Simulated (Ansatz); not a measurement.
# K, space group P6_3/mmc: a comparison of functionals at one structure

With Ansatz 0.2.0, Python API.

Typed at the interpreter:
```pycon
>>> import warnings
>>> import ansatz as az
>>> import numpy as np
>>> warnings.simplefilter("ignore", az.DeckWarning)
>>> vectors = np.array([
...     [4.762396, 0.0, 0.0],
...     [-2.381198, 4.124356, 0.0],
...     [0.0, 0.0, 7.829971],
... ])
>>> crystal = (
...     az.Lattice.of(vectors)
...     .atom("K", (1 / 3, 2 / 3, 0.25))
...     .atom("K", (2 / 3, 1 / 3, 0.75))
... )
>>> len(crystal.resolved().sites)
2
>>> calc = crystal.calculation().basis(450).kpoints(7, 7, 4).occupations(az.OccupationsMethod.FERMI_DIRAC).stress()
>>> rows = []
>>> for value in ["blyp", "pbesol", "lda"]:
...     r = calc.functional(value).run(threads=1).report
...     rows.append((value, r["free_energy_ev"] / len(r["lattice"]["sites"]), r["n_iterations"], sum(r["stress_gpa"][i][i] for i in range(3)) / 3, r["n_kpoints"]))
...
>>> print("  functional   F/atom (eV)    iterations       P (GPa)      k-points")
  functional   F/atom (eV)    iterations       P (GPa)      k-points
>>> for row in rows:
...     print(f"{str(row[0]):>12s}  {row[1]:12.5f}  {row[2]:12d}  {row[3]:12.3f}  {row[4]:12d}")
...
        blyp   -1543.48999             8        -0.028            24
      pbesol   -1516.03853             6        -0.242            24
         lda   -1496.24073             6        -0.558            24
```

From lowest to highest: LDA (-0.6 GPa), PBEsol (-0.2 GPa) and BLYP (0.0 GPa). At a fixed cell a lower pressure usually means a smaller equilibrium volume, so LDA prefers the smallest cell and BLYP the largest.

Reading the output:
- BLYP can be off by several per cent in the lattices of metals, and by several GPa in the pressure at a fixed cell.
- For a metal this k-point mesh is coarse: on a finer one energies can move by several to tens of meV an atom and pressures by half a GPa or more, differences at one mesh by less.
- Pressure is positive in compression.
- This isn't the structure that K takes at ambient conditions.
- Total energies of different functionals can't be compared; pressures, moments and gaps at this one structure can.
- Wall time of the script: 15 s on 1 thread of Arm Neoverse N1 (shared host), peak memory 0.44 GiB.
